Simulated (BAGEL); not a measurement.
# HF/aug-cc-pVTZ (density fitting with qzvpp-jkfit) run of H2 (hydrogen)

Aim: the vertical electron affinity of H2 (hydrogen) at HF/aug-cc-pVTZ (density fitting with qzvpp-jkfit), from 2 runs. 

Program for the calculation: BAGEL 1.2.2.

3 further runs of the same task are left out: 2 that didn't finish, 1 set aside as unsound or not needed. Runs told in other sessions of the task aren't counted.

## (1) The structure to begin with

H2: 2 atoms, total charge 0, spin state singlet. As SMILES, `[H][H]`. The shape is that of a PBE0-D4/def2-TZVP optimisation.

Bond lengths: H1–H2 0.746 Å.

## (2) The energy at HF/aug-cc-pVTZ (density fitting with qzvpp-jkfit)

Input file job.json:

```json
{ "bagel" : [

{
  "title" : "molecule",
  "basis" : "aug-cc-pvtz.json",
  "df_basis" : "qzvpp-jkfit",
  "angstrom" : "true",
  "geometry" : [
    { "atom" : "H", "xyz" : [       0.319300,      -0.099200,       0.165500 ] },
    { "atom" : "H", "xyz" : [      -0.319300,       0.099200,      -0.165500 ] }
  ]
},

{
  "title" : "hf"
},

{
  "title" : "print",
  "file" : "orbitals.molden",
  "orbitals" : "true"
}

]}
```

The basis set aug-cc-pVTZ is read from a file made from the Basis Set Exchange's data (not shown).

Launch:

```sh
BAGEL_NUM_THREADS=1 BAGEL job.json > job.out
```

Output:

```text
* using 1 threads per process

  ===============================================================
  ===============================================================

  *** Geometry ***

  { "atom" : "H", "xyz" : [      0.603390,     -0.187461,      0.312750 ] },
  { "atom" : "H", "xyz" : [     -0.603390,      0.187461,     -0.312750 ] },

  Number of auxiliary basis functions:       36

  Since a DF basis is specified, we compute 2- and 3-index integrals:
    o Being stored without compression. Storage requirement is 0.001 GB

  Number of basis functions:       46
  Number of electrons      :        2

    * METHOD: MOLECULE                             0.02

  *** RHF ***

  === Nuclear Repulsion ===
     0.7092142410

      * DIIS with orbital gradients will be used.

  === RHF iteration (aug-cc-pvtz.json) ===
      0         -1.11829126          0.01504740           0.00
      1         -1.13249528          0.00203487           0.00
      2         -1.13296340          0.00018597           0.00
      3         -1.13296898          0.00000861           0.00
      4         -1.13296899          0.00000044           0.00
      5         -1.13296899          0.00000003           0.00
      6         -1.13296899          0.00000000           0.00
    * SCF iteration converged.

    * Permanent dipole moment:
           (   -0.000000,    -0.000000,    -0.000000) a.u.

    * METHOD: HF                                   0.02

    * METHOD: PRINT                                0.01

  ===============================================================
```

Wall time 0.18 s (1 thread of Arm Neoverse N1, shared host).

## (3) The doublet anion at the same level

Input file input.json:

```json
{ "bagel" : [

{
  "title" : "molecule",
  "basis" : "aug-cc-pvtz.json",
  "df_basis" : "qzvpp-jkfit",
  "angstrom" : "true",
  "geometry" : [
    { "atom" : "H", "xyz" : [    0.319300,   -0.099200,    0.165500 ] },
    { "atom" : "H", "xyz" : [   -0.319300,    0.099200,   -0.165500 ] }
  ]
},
{
  "title" : "uhf",
  "charge" : -1,
  "nopen" : 1
},
{
  "title" : "print",
  "file" : "orbitals.molden",
  "orbitals" : "true"
}

]}
```

The basis set aug-cc-pVTZ is read from a file made from the Basis Set Exchange's data (not shown).

Launch:

```sh
BAGEL_NUM_THREADS=1 BAGEL input.json > input.out
```

Output:

```text
* using 1 threads per process

  ===============================================================
  ===============================================================

  *** Geometry ***

  { "atom" : "H", "xyz" : [      0.603390,     -0.187461,      0.312750 ] },
  { "atom" : "H", "xyz" : [     -0.603390,      0.187461,     -0.312750 ] },

  Number of auxiliary basis functions:       36

  Since a DF basis is specified, we compute 2- and 3-index integrals:
    o Being stored without compression. Storage requirement is 0.001 GB

  Number of basis functions:       46
  Number of electrons      :        2

    * METHOD: MOLECULE                             0.02

  *** Open-shell HF ***

  === Nuclear Repulsion ===
     0.7092142410

      * DIIS with orbital gradients will be used.

  === UHF iteration (aug-cc-pvtz.json) ===
      0         -0.92174520          0.05249362           0.00
      1         -1.05803804          0.01270489           0.00
      2         -1.07424118          0.00553268           0.00
      3         -1.07994952          0.00047972           0.00
      4         -1.08019226          0.00032585           0.00
      5         -1.08023210          0.00002434           0.00
      6         -1.08023540          0.00000142           0.00
      7         -1.08023565          0.00000049           0.00
      8         -1.08023571          0.00000024           0.00
      9         -1.08023573          0.00000001           0.00
     10         -1.08023573          0.00000000           0.00
    * SCF iteration converged.

    * S^2 (UHF) is 0.7503

    * Permanent dipole moment:
           (    0.000000,    -0.000000,     0.000000) a.u.

    * METHOD: UHF                                  0.04

    * METHOD: PRINT                                0.01

  ===============================================================
```

Run time: 0.2 s. Hardware: 1 thread of Arm Neoverse N1, shared host.

## (4) Results

At HF/aug-cc-pVTZ (density fitting with qzvpp-jkfit):

```
                                         quantity        value
                         singlet H2: total energy  -1.13297 Eh
                        singlet H2: dipole moment       0.00 D
                          singlet H2: HOMO energy    -16.13 eV
                          singlet H2: LUMO energy      1.44 eV
                        singlet H2: HOMO–LUMO gap     17.57 eV
                      doublet anion: total energy  -1.08024 Eh
                              doublet anion: ⟨S²⟩        0.750
vertical electron affinity (to the doublet anion)    -1.435 eV
```

What this shows: The anion lies 1.43 eV (33 kcal/mol) above the neutral: the electron isn't bound at this level, and such a value depends on the basis. Hartree–Fock misses the correlation that binds many anions.
